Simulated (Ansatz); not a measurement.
Working through a convergence test of the k-point mesh of TaGa3, space group I4/mmm

Computed with Ansatz 0.2.0, Python API.

Run as a notebook:

In [1]:
```python
import ansatz as az
import pandas as pd

lattice = az.Lattice.of(
    (-1.895, 1.895, 4.47),
    (1.895, -1.895, 4.47),
    (1.895, 1.895, -4.47),
)
sites = [
    ("Ta", (0.0, 0.0, 0.0)),
    ("Ga", (0.5, 0.5, 0.0)),
    ("Ga", (0.75, 0.25, 0.5)),
    ("Ga", (0.25, 0.75, 0.5)),
]
cell = az.Crystal(lattice=lattice)
for symbol, position in sites:
    cell = cell.atom(symbol, position)

len(cell.resolved().sites)
```
Out [1]:
```text
4
```

In [2]:
```python
base = cell.calculation().functional("pbesol").basis(21 * az.Ha).occupations("fermi_dirac", width=0.1).stress()
```

In [3]:
```python
rows = []
for value in [(3, 3, 3), (4, 4, 4), (5, 5, 5), (7, 7, 7), (8, 8, 8), (10, 10, 10)]:
    data = base.kpoints(*value).run(threads=1, pin="off").report
    rows.append((value, data["free_energy_ev"] / len(data["lattice"]["sites"]), data["n_iterations"], sum(data["stress_gpa"][i][i] for i in range(3)) / 3, data["n_kpoints"]))
```

In [4]:
```python
table = pd.DataFrame(rows, columns=["mesh", "F/atom (eV)", "iterations", "P (GPa)", "k-points"])
table.round(5)
```
Out [4]:
```text
           mesh  F/atom (eV)  iterations  P (GPa)  k-points
0     (3, 3, 3)  -5259.17763           8 -3.05568         6
1     (4, 4, 4)  -5259.23823           6 -4.74557        13
2     (5, 5, 5)  -5259.24115           7 -4.79009        18
3     (7, 7, 7)  -5259.24352           7 -4.99623        40
4     (8, 8, 8)  -5259.24413           7 -4.96924        59
5  (10, 10, 10)  -5259.24365           7 -4.94997       102
```

In [5]:
```python
for row in rows[:-1]:
    shift = 1000 * (row[1] - rows[-1][1])
    print(f"{row[0]}: {shift:+.2f} meV/atom" + ("  (within 1 meV)" if abs(shift) < 1 else ""))
```
```text
(3, 3, 3): +66.02 meV/atom
(4, 4, 4): +5.42 meV/atom
(5, 5, 5): +2.50 meV/atom
(7, 7, 7): +0.13 meV/atom  (within 1 meV)
(8, 8, 8): -0.49 meV/atom  (within 1 meV)
```

From 7×7×7 on it stays within 1 meV an atom of the value at 10×10×10; the first row (3×3×3) is off by 66.0 meV and the last but one by 0.49 meV. This holds for F at a smearing of 0.1 eV; a narrower one needs a denser mesh. The pressure moves from -3.06 to -4.95 GPa.

Reading the output:
- Spin is left out of this run.
- Pressure is positive in compression.
- Spin-orbit coupling, which matters for elements this heavy, is left out.
- The structure is a deposited one; some such entries were measured under pressure or heat, so a shift against it needn't be the functional's error alone.
- Shifts are counted from the finest mesh, which is itself no proven limit.
- Hardware and time: 23 s on 1 thread of Intel(R) Xeon(R) 6975P-C (Granite Rapids), on a shared host, peak memory 0.67 GiB.
